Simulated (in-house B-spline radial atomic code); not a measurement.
# Mo²⁷⁺: ionisation energy by several methods

Wanted: one ionisation energy, Mo²⁷⁺ to configuration [Ne] 3s2 3p2, up the ladder of functionals.

Method: Dirac-Coulomb, several functionals; spherical all-electron atom at the radial basis limit. Code: in-house B-spline radial atomic code version 1.

## Step 1: What is computed

* element: molybdenum (Z = 42)
* charge: +27
* electrons: 15
* configuration: [Ne] 3s2 3p3
* nucleus: Fermi, rms radius 4.409 fm

The outer shells:

[Ne] 3s2 3p3
```
[Ne] core
3s [↑↓]
3p [↑ ][↑ ][↑ ]
```

The boxes only draw the filling; these runs are spin-restricted and spherical.

## Step 2: PBE, a GGA

Settings of the run:

```ini
Z = 42
electrons = 15.0
configuration = [Ne] 3s2 3p3
hamiltonian = dirac
method = pbe,pbe
spin_polarised = False
nucleus = fermi
rms_radius = 4.4091
mass_number = 98
atomic_mass = 97.905403609
speed_of_light = 137.035999084
```

## Step 3: PW91, a GGA

Changes to the settings of step 2:

```diff
@@ -4,3 +4,3 @@
 hamiltonian = dirac
-method = pbe,pbe
+method = pw91,pw91
 spin_polarised = False
```

## Step 4: LDA (VWN5)

Changes to the settings of step 3:

```diff
@@ -4,3 +4,3 @@
 hamiltonian = dirac
-method = pw91,pw91
+method = lda,vwn
 spin_polarised = False
```

The tabulated ionisation energy is 1462 ± 6 eV (semi-empirical; NIST Atomic Spectra Database). What does each method give, and which comes nearest?

The runs gave:

| method | rung | total energy (hartree) | ΔSCF (eV) | with Breit, QED, recoil (eV) | −ε highest (eV) | corrected ΔSCF less tabulated (eV) |
| --- | --- | --- | --- | --- | --- | --- |
| LDA (VWN5) | LDA | -3534.5169 | 1458.43 | 1457.53 | 1418.73 (3p3/2) | -4.47 |
| PBE | GGA | -3538.9009 | 1458.59 | 1457.69 | 1419.04 (3p3/2) | -4.31 |
| PW91 | GGA | -3539.3807 | 1459.05 | 1458.15 | 1419.45 (3p3/2) | -3.85 |

The tabulated ionisation energy is 1462 ± 6 eV (semi-empirical; NIST Atomic Spectra Database). PW91 comes nearest (-3.85 eV) and LDA (VWN5) is farthest (-4.47 eV, 0.31 %). The table's own uncertainty is as large as these misses, so the order means little. All methods miss on the same side by much the same amount, which points to something that they share. PBE is off by -4.31 eV. Open shells are averaged (over orientations, and over spins where the run is restricted), while tables refer to the lowest levels.

Members of this set that are not shown: 1 used exact exchange with fractional occupations of an open shell, which is unsound here.
